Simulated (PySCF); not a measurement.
# SnTe (SMILES [Sn][Te]): levels of theory compared

We compute a comparison of 6 runs (HF/def2-SVP, HF/3-21G, B3LYP/def2-SVPD, PBE0/def2-TZVP, MP2/STO-3G, CCSD(T)/def2-SVPD) of SnTe. The job is set up through a Python script.

The results are computed with PySCF 2.14.0.

1 further run of the same task is left out (set aside as unsound or not needed).

## 1. The system as given

SnTe: 2 atoms, total charge 0, spin state singlet. SMILES: `[Sn][Te]`. Geometry: a GFN2-xTB relaxation, a rough one for these elements and not checked as a minimum.

Bond lengths: Sn1–Te2 2.537 Å.

## 2. Energy and forces at HF/def2-SVP (core potential) (run 1)

Contents of run.py:

```python
import pyscf.grad
from pyscf import gto

molecule = gto.M(
    atom=[
    ('Sn', (0.000000, 0.000000, 0.000000)),
    ('Te', (0.000000, 0.000000, 2.536770)),
],
    ecp={'Sn': 'def2-svp', 'Te': 'def2-svp'},
    verbose=4,
    max_memory=1860,
    basis='def2-svp',
)

mf = molecule.RHF()
mf.conv_tol = 1e-10
mf.kernel()
if not mf.converged:
    mf = mf.newton().run(mf.mo_coeff, mf.mo_occ)

e_tot = mf.e_tot
print('Final energy', e_tot)
grad = mf.Gradients().kernel()
dip = mf.dip_moment()
pop, q = mf.mulliken_pop()
```

Started as:

```console
$ OMP_NUM_THREADS=1 python run.py
```

What it wrote:

```text
PySCF version 2.14.0

[... 60 lines left out ...]
converged SCF energy = -480.398593148123
Final energy -480.3985931481229
[... 8 lines left out ...]
Dipole moment(X, Y, Z, Debye): -0.00000,  0.00000, -3.30171
[... 55 lines left out ...]
charge of    1Te =     -0.39251
```

Wall time 9.3 s (1 thread of Intel Xeon at 2.50GHz (Skylake/Cascade Lake), shared host); peak memory 0.12 GiB.

## 3. Energy and forces at HF/3-21G (run 2)

Contents of run.py:

```python
# SnTe
import pyscf.grad
from pyscf import gto

mol = gto.Mole()
mol.atom = 'Sn 0.000000 0.000000 0.000000; Te 0.000000 0.000000 2.536770'
mol.verbose = 4
mol.spin = 0
mol.basis = '3-21g'
mol.max_memory = 1860
mol.build()

mf = mol.RHF()
mf.conv_tol = 1e-10
mf.kernel()
if not mf.converged:
    mf = mf.newton().run(mf.mo_coeff, mf.mo_occ)

e_tot = mf.e_tot
print('E(%s) = %.9f' % ('HF', e_tot))
grad = mf.Gradients().kernel()
dip = mf.dip_moment()
pop, q = mf.mulliken_pop()
```

Started as:

```console
$ OMP_NUM_THREADS=1 python run.py
```

What it wrote:

```text
PySCF version 2.14.0

[... 54 lines left out ...]
converged SCF energy = -12579.0259288265
[... 9 lines left out ...]
Dipole moment(X, Y, Z, Debye): -0.00000, -0.00000, -3.62744
[... 65 lines left out ...]
charge of    1Te =     -0.43842
```

It took 8.7 s on 1 thread of Intel Xeon at 2.50GHz (Skylake/Cascade Lake), shared host; peak memory 0.13 GiB.

Runs 3 to 5 aren't shown in full; the table further down has their settings and results.

## 4. The energy at CCSD(T)/def2-SVPD (core potential) (run 6)

Contents of job.py:

```python
from pyscf import gto, cc

molecule = gto.M(
    atom='''
Sn   0.000000   0.000000   0.000000
Te   0.000000   0.000000   2.536770
''',
    max_memory=1860,
    basis='def2-svpd',
    charge=0,
    verbose=4,
    ecp={'Sn': 'def2-svp', 'Te': 'def2-svp'},
)

mf = molecule.RHF()
mf.conv_tol = 1e-10
mf.kernel()
if not mf.converged:
    mf = mf.newton().run(mf.mo_coeff, mf.mo_occ)

mycc = cc.CCSD(mf, frozen=8)
mycc.kernel()
e_t = mycc.ccsd_t()
etot = mycc.e_tot + e_t
print('E(%s) = %.9f' % ('CCSD(T)', etot))
mf.analyze()
```

Started as:

```console
$ OMP_NUM_THREADS=1 python job.py
```

What it wrote:

```text
PySCF version 2.14.0

[... 102 lines left out ...]
MO #2   energy= -5.90153431301879  occ= 2
[... 12 lines left out ...]
MO #15  energy= -1.35669069580211  occ= 2
[... 12 lines left out ...]
MO #28  energy= 0.0835510304056913 occ= 0
[... 12 lines left out ...]
MO #41  energy= 0.26489600620561   occ= 0
[... 12 lines left out ...]
MO #54  energy= 0.711220295980144  occ= 0
[... 12 lines left out ...]
MO #67  energy= 53.4016515029408   occ= 0
[... 72 lines left out ...]
Dipole moment(X, Y, Z, Debye):  0.00000,  0.00000, -3.35183
```

Run time: 19 s. Hardware: 1 thread of Intel Xeon at 2.50GHz (Skylake/Cascade Lake), shared host; peak memory 0.26 GiB.

## 5. The series

```csv
run,level,core potential,integration grid,energy (Eh),dipole moment (D) of the reference,HOMO energy (eV),LUMO energy (eV),wall time
1,HF/def2-SVP (core potential),def2-svp,–,-480.398593,3.30,-8.35,-0.10,9.3 s
2,HF/3-21G,–,–,-12579.025929,3.63,-8.51,-0.33,8.7 s
3,B3LYP/def2-SVPD (core potential),def2-svp,5,-482.535611,2.45,-6.46,-2.85,23 s
4,PBE0/def2-TZVP (core potential),def2-svp,5,-482.400917,2.59,-6.64,-2.67,57 s
5,MP2/STO-3G,–,–,-12510.514092,4.31,-5.41,3.83,17 s
6,CCSD(T)/def2-SVPD (core potential),def2-svp,–,-480.639851,3.35,-8.41,-0.19,19 s
```

## 6. Outcome

```
                                          quantity          value
                               run 6: total energy  -480.63985 Eh
       run 6: dipole moment (Hartree–Fock density)         3.35 D
        run 6: HOMO energy (Hartree–Fock orbitals)       -8.41 eV
        run 6: LUMO energy (Hartree–Fock orbitals)       -0.19 eV
      run 6: HOMO–LUMO gap (Hartree–Fock orbitals)        8.22 eV
run 6: correlation energy (8 core orbitals frozen)     -239.0 mEh
                             run 6: (T) correction     -13.16 mEh
                              run 6: T1 diagnostic          0.021
```

In words: Over runs 1, 2, 3, 4 the dipole moment (its size) runs from 2.45 D (B3LYP/def2-SVPD) to 3.63 D (HF/3-21G). The two ends differ in method and basis and core potential. Over runs 1, 2, 3, 4 the HOMO–LUMO gap runs from 3.61 eV (B3LYP/def2-SVPD) to 8.25 eV (HF/def2-SVP). The two ends differ in method and basis. Totals of different functionals can't be ranked against each other. Some runs of one species differ in core potentials or relativity; totals across that change don't compare. In run 5 the basis is minimal, so the values are rough. In runs 2, 5 relativity is left out where basis or elements ask for it. All runs together took 2.2 min, the longest 57 s.
